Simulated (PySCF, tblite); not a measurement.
# C4H10PSi radical: geometry, infrared bands and EPR parameters

Wanted: the infrared bands and EPR parameters of C4H10PSi radical (`C[C@@H]1[CH][C@@H]1[SiH2]P`), by calculation.

Programs: tblite 0.8.0 and PySCF 2.14.0, with density-fitted response routines of our own. Each step states its level of theory. These are calculated values for one molecule in the gas phase, unless marked as measured. Atoms are numbered from 0 throughout.

### 1 The starting structure

16 atoms, charge 0, multiplicity 2; geometry from: force field or distance geometry start.

Bonds of the start (Å): C0–C1 1.50, C1–C2 1.49, C2–C3 1.51, C3–Si4 1.86, Si4–P5 2.20, C3–C1 1.49, C0–H6 1.13, C0–H7 1.11, C0–H8 1.10, C1–H9 1.12, C2–H10 1.10, C3–H11 1.10, Si4–H12 1.47, Si4–H13 1.49, P5–H14 1.46, P5–H15 1.48.

### 2 Relaxing the molecule with GFN2-xTB

Job settings and geometry (Å):

```
{"job": {"kind": "relax", "xc": "GFN2-xTB", "basis": "xTB"}, "charge": 0, "multiplicity": 2}
C     -1.954700    -0.494800     0.672000
C     -1.387900     0.675800    -0.072600
C     -1.000500     0.543700    -1.507800
C      0.049500     0.779800    -0.445800
Si     1.228600    -0.646900    -0.313100
P      3.178500     0.105400     0.374100
H     -3.074500    -0.426300     0.550400
H     -1.774300    -0.378400     1.765300
H     -1.664600    -1.478100     0.271400
H     -1.880000     1.641900     0.192900
H     -0.999500    -0.442900    -2.004600
H      0.504100     1.782400    -0.386600
H      0.720500    -1.751700     0.503900
H      1.456700    -1.128300    -1.708300
H      3.135500     1.568000     0.344700
H      3.454900    -0.340700     1.752700
```

The run is started by

```console
OMP_NUM_THREADS=1 python probes_run.py task.json out
```

This one command runs all jobs of the session in turn.

**Question.** This job is followed by: GFN2-xTB harmonic vibrations, gas phase; UKS B3LYP, pcH-1 on C H P Si, non-relativistic, mean-field spin-orbit, GIAO. What will the session give for the following? strongest single infrared mode (GFN2-xTB); zero-point energy (GFN2-xTB); g(iso) (B3LYP); ⟨S²⟩; largest a(iso) (averaged by class); surface potential, 1st and 99th percentile.

As calculated:

| quantity | value |
| --- | --- |
| strongest single infrared mode (GFN2-xTB) | 2176 cm⁻¹, 262 km/mol |
| zero-point energy (GFN2-xTB) | 74.1 kcal/mol |
| g(iso) (B3LYP) | 2.00265 |
| ⟨S²⟩ | 0.753 (exact 0.75) |
| largest a(iso) (averaged by class) | 13C on C2, 282.7 MHz |
| surface potential, 1st and 99th percentile | -0.88 V and 0.93 V |

**Reading.** Over 145 steps the energy fell by 0.908 eV; of the close pairs, P5–H15 changed most, 1.475 to 1.381 Å. No mode is imaginary among the 42: a minimum at this level. The strongest single mode, at 2176 cm⁻¹, moves mainly H12. GFN2-xTB is a fitted tight-binding method: band positions and strengths are rough. Its intensities can rank the bands wrongly. Most of the unpaired spin sits on C2 (0.95 e). The isotropic g lies 0.3 ppt above the free-electron value.
